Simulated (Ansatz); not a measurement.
**CH₇BO₃Si: one species, many methods**

How much do the methods differ for CH₇BO₃Si? The plan is to run it at one geometry with functionals of several rungs and with coupled cluster. The yardstick is the atomisation energy at the CCSD(T) limit.

The runs use Ansatz 0.2.0, Gaussian basis; functionals in def2-TZVPP, the program's frozen cores in correlated methods.

Plan: PBE-D4, r2SCAN-D4, PBE0-D4, B3LYP-D4, ωB97X-V, ωB97M-V, B2PLYP; CCSD(T)/def2-TZVPP; MP2/def2-QZVPP; extrapolation to the limit.

## 1. The relaxed structure

All runs share one geometry, relaxed beforehand with PBE0-D4 in a triple-zeta def2 set.

SMILES `BO[Si](C)(O)O`, 13 atoms, charge 0, spin multiplicity 1.

Atoms are counted from 1 here; the program's logs count them from 0.

Bond lengths: B1–O2 1.345 Å, B1–H7 1.205 Å, B1–H8 1.200 Å, O2–Si3 1.651 Å, Si3–C4 1.844 Å, Si3–O5 1.639 Å, Si3–O6 1.634 Å, C4–H9 1.093 Å, C4–H10 1.092 Å, C4–H11 1.092 Å, O5–H12 0.958 Å, O6–H13 0.959 Å. Angles: O2–B1–H7 120.4°, O2–B1–H8 118.2°, H7–B1–H8 121.3°, B1–O2–Si3 133.8°, O2–Si3–C4 112.9°, O2–Si3–O5 103.0°, O2–Si3–O6 108.2°, C4–Si3–O5 113.5°, C4–Si3–O6 106.9°, O5–Si3–O6 112.3°, Si3–C4–H9 110.6°, Si3–C4–H10 110.8°, Si3–C4–H11 110.8°, H9–C4–H10 108.2°, H9–C4–H11 107.8°, H10–C4–H11 108.5°, Si3–O5–H12 117.6°, Si3–O6–H13 117.6°.

## 2. PBE-D4 (GGA)

The input, in.yaml:

```yaml
crystal:
  periodic: [false, false, false]
  atoms:
    - {symbol: B, position_ang: [-1.934228, -0.408873, 1.135652]}
    - {symbol: O, position_ang: [-1.295118, 0.434026, 0.305703]}
    - {symbol: Si, position_ang: [0.143781, 0.370386, -0.500420]}
    - {symbol: C, position_ang: [1.463304, -0.494951, 0.453562]}
    - {symbol: O, position_ang: [-0.252047, -0.384725, -1.899708]}
    - {symbol: O, position_ang: [0.660403, 1.900811, -0.745097]}
    - {symbol: H, position_ang: [-1.415951, -1.442326, 1.473944]}
    - {symbol: H, position_ang: [-3.022682, -0.098175, 1.532593]}
    - {symbol: H, position_ang: [2.398605, -0.512269, -0.111195]}
    - {symbol: H, position_ang: [1.174979, -1.525863, 0.667828]}
    - {symbol: H, position_ang: [1.654842, 0.014818, 1.400130]}
    - {symbol: H, position_ang: [0.411016, -0.416235, -2.590033]}
    - {symbol: H, position_ang: [0.033496, 2.528676, -1.108159]}
basis:
  gaussian: {orbitals: def2-TZVPP}
hamiltonian: {xc: pbe, dispersion: d4}
output: {forces: true, orbitals: {seedname: orbitals}}
```

Launch:

```console
$ ansatz run in.yaml --threads 2 --pin off --events-out ev --progress --plain --max-ram 22528MiB --backend cuda --devices 0, --max-vram 18GiB
```

After this run come: r2SCAN-D4 (meta-GGA); PBE0-D4 (hybrid); B3LYP-D4 (hybrid); ωB97X-V (range-separated); ωB97M-V (range-separated); B2PLYP (double hybrid); CCSD(T) in def2-TZVPP; MP2 in def2-QZVPP.

**Question.** What will the summary of the whole plan be? Wanted: atomisation energy, CCSD(T)/CBS; farthest; mean size of error, hybrid; mean size of error, range-separated; gap, smallest and largest; T1 diagnostic; triples share of the correlation energy.

The runs gave:

| quantity | value |
| --- | --- |
| atomisation energy, CCSD(T)/CBS | 5292.5 kJ/mol |
| functionals within 26.5 kJ/mol (0.5 %) | r2SCAN-D4, B3LYP-D4, ωB97X-V, ωB97M-V |
| farthest | B2PLYP (-62.3 kJ/mol) |
| mean size of error, hybrid | 37.7 kJ/mol |
| mean size of error, range-separated | 8.2 kJ/mol |
| gap, smallest and largest | 5.26 eV (PBE-D4), 12.40 eV (ωB97X-V) |
| T1 diagnostic | 0.0121 |
| triples share of the correlation energy | 3.4 % |

PBE-D4 is off by +40.3 kJ/mol. Double hybrids carry the basis error of their MP2 part in triple zeta, and no dispersion term here, so their miss is partly the set-up's. Misses under about 26.5 kJ/mol are within the doubt on the reference itself, which lacks core-valence correlation, relativity and higher excitations. Hartree-Fock recovers 74 % of the binding; the rest is correlation. Orbital gaps span 5.3 to 12.4 eV; exact exchange widens them.
